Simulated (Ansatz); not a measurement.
**SnOS: the cell at several levels of theory**

Cell and atoms of a free-standing Janus 2H monolayer of SnOS are relaxed in turn with PBE, r2SCAN, PBEsol, LDA and HSE06. This is a trial cell built on a prototype, not taken from a measured structure, and it needn't be the compound's ground state.

Code: Ansatz 0.2.0. PAW datasets, plane waves, zero pressure. Simulation only: spin-unpolarised, and no claim that this is the phase found in nature.

### 1 Starting point

In-plane lattice: a = 2.922 Å, b = 2.922 Å, γ = 120.0°; thickness between the outer nuclei 2.85 Å. Sn has 3 S at 2.21 Å and 3 O at 2.21 Å; O has 3 Sn at 2.21 Å; S has 3 Sn at 2.21 Å.

Structure file:

```cif
data_structure
_symmetry_space_group_name_H-M 'P 1'
_symmetry_Int_Tables_number 1
_cell_length_a 2.9223
_cell_length_b 2.9223
_cell_length_c 18.0000
_cell_angle_alpha 90.000
_cell_angle_beta 90.000
_cell_angle_gamma 120.000
_cell_volume 133.12
loop_
_atom_site_label
_atom_site_type_symbol
_atom_site_fract_x
_atom_site_fract_y
_atom_site_fract_z
_atom_site_occupancy
Sn1 Sn 0.33333 0.66667 0.50000 1
O1 O 0.66667 0.33333 0.57926 1
S1 S 0.66667 0.33333 0.42074 1
```
The sheet repeats along a and b alone.

### 2 PBE: cell and atoms

The input, input.yaml:

```yaml
crystal:
  lattice:
    - [2.92231445, 0.0, 0.0]
    - [-1.461157225, 2.5307985515, 0.0]
    - [0.0, 0.0, 18.0]
  atoms:
    - { symbol: Sn, position: [0.3333333333, 0.6666666667, 0.5] }
    - { symbol: O, position: [0.6666666667, 0.3333333333, 0.5792578722] }
    - { symbol: S, position: [0.6666666667, 0.3333333333, 0.4207421278] }
  periodic: [true, true, false]
kpoints:
  mp_grid: { grid: [12, 12, 1] }
hamiltonian:
  xc: pbe
scf:
  occupations: { method: fermi_dirac, width: 0.02 }
relax:
  f_tol: 0.005
  cell: {}
```

Run with:

```console
> ansatz run input.yaml --threads 4 --pin off --max-ram 5529MiB --backend cpu --events-out ev --progress --plain --runs-dir out
```

After this run come: r2SCAN: cell and atoms; PBEsol: cell and atoms; Relaxation with LDA; Relaxation with HSE06.

Q: Predict the outcome of this session. Wanted: for each run, a; area; SCF geometries.

**Answer**, as computed:

| level | a (Å) | area (Å²/atom) | SCF geometries |
| --- | --- | --- | --- |
| PBE | 3.361 | 3.260 | 12 |
| r2SCAN | 3.327 | 3.196 | 6 |
| PBEsol | 3.314 | 3.171 | 6 |
| LDA | 3.286 | 3.117 | 9 |
| HSE06 | 3.318 | 3.177 | 5 |

In words: From the start to the first minimum the area moved by +32.2 %. LDA gives the smallest cell and PBE the largest; they differ by 4.6 % in area, a mean of 2.3 % in length. The meshes differ: PBE 12×12×1, r2SCAN 12×12×1, PBEsol 12×12×1, LDA 12×12×1, HSE06 6×6×1.
